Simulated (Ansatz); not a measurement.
# CH7AlSi2: ladder of methods at one geometry in Python

How do the methods compare on CH7AlSi2, in result and in cost? Wanted for CH7AlSi2: a ladder of methods at one geometry.

Program: Ansatz 0.2.0 through its Python package. The levels of theory stand in the script. These are calculated values, not measurements.

### Step 1. The structure

Bond lengths: Al1–Si2 2.293 Å, Si2–C3 1.830 Å, Si2–Si4 2.284 Å, C3–Si4 1.769 Å, Al1–H5 1.630 Å, Al1–H6 1.626 Å, Si2–H7 1.472 Å, C3–H8 1.165 Å, C3–H9 1.087 Å, Si4–H10 1.475 Å, Si4–H11 1.471 Å. Angles (14 of 21 angles, heavy atoms first): Al1–Si2–C3 115.0°, Al1–Si2–Si4 109.5°, C3–Si2–Si4 49.4°, Si2–C3–Si4 78.8°, Si2–Si4–C3 51.8°, Al1–Si2–H7 126.9°, C3–Si2–H7 117.8°, Si4–Si2–H7 108.9°, Si2–Al1–H5 121.7°, Si2–Al1–H6 122.7°, Si2–C3–H8 114.4°, Si2–C3–H9 114.5°, Si4–C3–H8 114.0°, Si4–C3–H9 117.9°.

No structure file is read: the coordinates are typed or built in the script.

### Step 2. Script

File ch7alsi2_methods.py:

```python
from pathlib import Path

import ansatz as az
import numpy as np

geometry_ang = [
    ("Al", (-1.539, 1.6558, 0.0581)),
    ("Si", (-0.0575, 0.1519, 0.9533)),
    ("C", (1.404, -0.206, -0.088)),
    ("Si", (0.3231, -1.5291, -0.5456)),
    ("H", (-2.8992, 2.09, 0.8453)),
    ("H", (-1.3135, 2.3533, -1.3934)),
    ("H", (-0.0883, -0.4173, 2.3102)),
    ("H", (2.3463, -0.5482, 0.5056)),
    ("H", (1.6229, 0.5534, -0.8346)),
    ("H", (-0.3378, -1.3202, -1.848)),
    ("H", (0.6042, -2.8408, 0.0577)),
]
system = az.Crystal.molecule()
for symbol, xyz in geometry_ang:
    system = system.atom(symbol, xyz)

calc = system.calculation().basis(gaussian="cc-pVDZ")

print("functional    E (Ha)        dipole (D)   HOMO (eV)  LUMO (eV)")
for name in ["pbe", "b3lyp", "hf", "hse06"]:
    r = calc.functional(name).forces().orbitals().run(threads=1, runs_dir="runs").report
    lines = Path(r["orbitals_path"]).read_text().splitlines()
    field_of = lambda key: [line.split("=")[1].strip() for line in lines if line.startswith(key)]
    orbitals = [(27.211386 * float(e), s, float(n)) for e, s, n in zip(field_of("Ene="), field_of("Spin="), field_of("Occup="))]
    homo = max(e for e, _, n in orbitals if n > 0.5)
    lumo = min(e for e, _, n in orbitals if n < 0.5)
    dipole = 4.803205 * np.linalg.norm(r["charge_distribution"]["dipole_moment_e_ang"])
    print(f"{name:10s} {r['free_energy_ev'] / 27.211386246:14.6f} {dipole:9.3f} {homo:11.3f} {lumo:10.3f}")
```

### Step 3. The input behind the calls

The package turns the script's settings into the engine's input (first run):

```yaml
crystal:
  periodic: [false, false, false]
  atoms:
    - { symbol: Al, position_ang: [-1.539, 1.6558, 0.0581] }
    - { symbol: Si, position_ang: [-0.0575, 0.1519, 0.9533] }
    - { symbol: C, position_ang: [1.404, -0.206, -0.088] }
    - { symbol: Si, position_ang: [0.3231, -1.5291, -0.5456] }
    - { symbol: H, position_ang: [-2.8992, 2.09, 0.8453] }
    - { symbol: H, position_ang: [-1.3135, 2.3533, -1.3934] }
    - { symbol: H, position_ang: [-0.0883, -0.4173, 2.3102] }
    - { symbol: H, position_ang: [2.3463, -0.5482, 0.5056] }
    - { symbol: H, position_ang: [1.6229, 0.5534, -0.8346] }
    - { symbol: H, position_ang: [-0.3378, -1.3202, -1.848] }
    - { symbol: H, position_ang: [0.6042, -2.8408, 0.0577] }
basis:
  gaussian:
    orbitals: cc-pVDZ
hamiltonian:
  xc: pbe
output:
  orbitals: {}
  forces: true
```

### Step 4. The run

Run with:

```
> python ch7alsi2_methods.py
```

The log of the run:

```text
functional    E (Ha)        dipole (D)   HOMO (eV)  LUMO (eV)
pbe           -863.145989     1.992      -5.411     -2.498
b3lyp         -863.709763     1.873      -6.043     -1.937
hf            -861.639145     1.769      -8.033      0.949
hse06         -863.220761     1.901      -5.888     -2.170
```

It took 20 s on 1 thread of Arm Neoverse V1, shared host; peak memory 0.3 GiB.

### Step 5. What changed from run to run

The engine's inputs for the other runs:

Run 2, against run 1:

```diff
@@ -19 +19 @@
-  xc: pbe
+  xc: b3lyp
```

Run 3, against run 1:

```diff
@@ -19 +19 @@
-  xc: pbe
+  xc: hf
```

Run 4, against run 1:

```diff
@@ -19 +19 @@
-  xc: pbe
+  xc: hse06
```

### Step 6. What each run gave

The 4 runs, in the order started:

| run | functional | energy (eV) | SCF cycles | CPU time (s) |
| --- | --- | --- | --- | --- |
| 1 | pbe | -23487.3989 | 18 | 4.3 |
| 2 | b3lyp | -23502.7400 | 17 | 6.1 |
| 3 | hf | -23446.3956 | 11 | 2.5 |
| 4 | hse06 | -23489.4336 | 17 | 6.7 |

Totals under unlike functionals or potentials can't be compared directly.

The fields below are those of run 1.

### Step 7. Orbitals and fields

The fields below are evaluated on a grid from the run's orbitals.

Frontier orbitals at PBE/cc-pVDZ, with the share of their density that lies nearest to each atom:

| orbital | energy (eV) | lies on |
| --- | --- | --- |
| HOMO | -5.41 | Si2, Si4 about 31 % each; Al1 8 %; C3 6 % |
| LUMO | -2.50 | Al1 45 %; Si4 12 %; H5, H6 about 10 % each |

ELF in a plane through or near 4 of the atoms.

Ten even steps from '0' (0.00) to '9' (1.00):
```
0000000000000000000000000000
0000000000000000000000000000
0000000000001320000000000000
0000000000069995000000000000
0000000000289998100000000000
0000000000189998200013410000
0000000000059986431138972000
0000000000013161884489997000
0000000000244271970059998100
0000000013567305916617985000
0000000137887425606603310000
0000000147886201321266200000
0000000135642000289999700000
0000000011110000399999910000
0000000000000000299999800000
0000000000000000047986100000
0000000000000000001110000000
0000000000000000000000000000
0000000000000000000000000000
0000000000000000000000000000
```
The map spans 12.3 Å across and 9.9 Å up, centred on the molecule. Atoms in the plane (x, y in Å): Al1 (2.3, 0.0), Si2 (0.2, 0.9), H6 (2.6, -1.5), H7 (-0.2, 2.3).

On the surface of density 0.002 e/bohr³ the electrostatic potential runs, from the 1st to the 99th percentile, from -0.57 to 2.07 V.

### Step 8. Outcome

```
                                     quantity    value
                                runs compared        4
HOMO-LUMO gap of the mean field (PBE/cc-pVDZ)  2.91 eV
```

In words: All 4 runs converged (11 to 18 cycles). Reading the output:
- The geometry is a force-field or estimated start, not a minimum of this method, and the basis set is short of its limit. A lower total doesn't mark the better method: functionals have no common bound, and MP2 and coupled cluster aren't variational.
- b3lyp holds the VWN-RPA fit, as in Gaussian; the form of ORCA and Turbomole is b3lyp5.
- Levels such as HOMO and LUMO are orbital energies: with these approximate functionals they aren't the ionisation energy and electron affinity, and their gap isn't the fundamental gap.
- For Al to Cl the sets with a tight d function, cc-pV(X+d)Z, are usual.
- hse06 follows the composition of plane-wave codes, whose totals differ by tens of mHa, up to about 0.1 Ha, from the form usual in Gaussian-basis programs (wpbeh).
